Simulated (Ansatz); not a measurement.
TiNi under changes of volume

One of the cells (13.279 Å³/atom); the others are scaled copies at fixed shape and fractional positions:

```
Ni Ti
1.0
     3.82195    0.00000    0.00000
     0.00000    3.82195    0.00000
     0.00000    0.00000    3.63625
Ni Ti
2 2
Direct
  0.00000 0.00000 0.00000
  0.50000 0.50000 0.00000
  0.50000 0.00000 0.51920
  0.00000 0.50000 0.48080
```

The cell comes from a database or a generator and needn't be the stable form of this composition.

```yaml
Program: Ansatz 0.2.0
Functional: PBEsol
Potentials_or_basis: all-electron LAPW, scalar-relativistic
Cutoff: 279 eV (chosen from the basis error)
Basis_error_allowed: 0.001 eV/atom
k_mesh: 7 × 7 × 7
Occupations: fermi-dirac, width 0.05 eV
Spin: collinear spin, ferromagnetic start
Starting_moments: "[1.0, 1.0, 1.0, 1.0] μB"
```

| volume (Å³/atom) | energy over the lowest point (meV/atom) | pressure (GPa) | largest force (eV/Å) |
| --- | --- | --- | --- |
| 12.482 | ? | ? | ? |
| 12.748 | 0.00 | 1.6 | 0.143 |
| 13.013 | 0.51 | -2.0 | 0.120 |
| 13.279 | 6.61 | -5.2 | 0.099 |
| 13.545 | 17.71 | -8.0 | 0.080 |
| 13.810 | 33.31 | -10.6 | 0.062 |
| 14.076 | 52.95 | -12.9 | 0.045 |

Task: What does the run at 12.482 Å³/atom give?

Result: Energy over the lowest point 5.71 meV/atom; pressure 5.5 GPa; largest force 0.167 eV/Å.

Worked out: A Birch-Murnaghan fit of order 3 (a polynomial in V^(-2/3)) to the other rows has its minimum at 12.86 Å³/atom with B0 = V·E''(V) = 174 GPa and B' = 4.3 at fixed shape and positions, which overstates the stiffness. It gives 5.73 meV/atom at 12.482 Å³/atom, against the run's 5.71, and -dE/dV = 5.5 GPa, against 5.5.

Energies are extrapolated to zero smearing.

Caveats: the starting moments weren't kept.
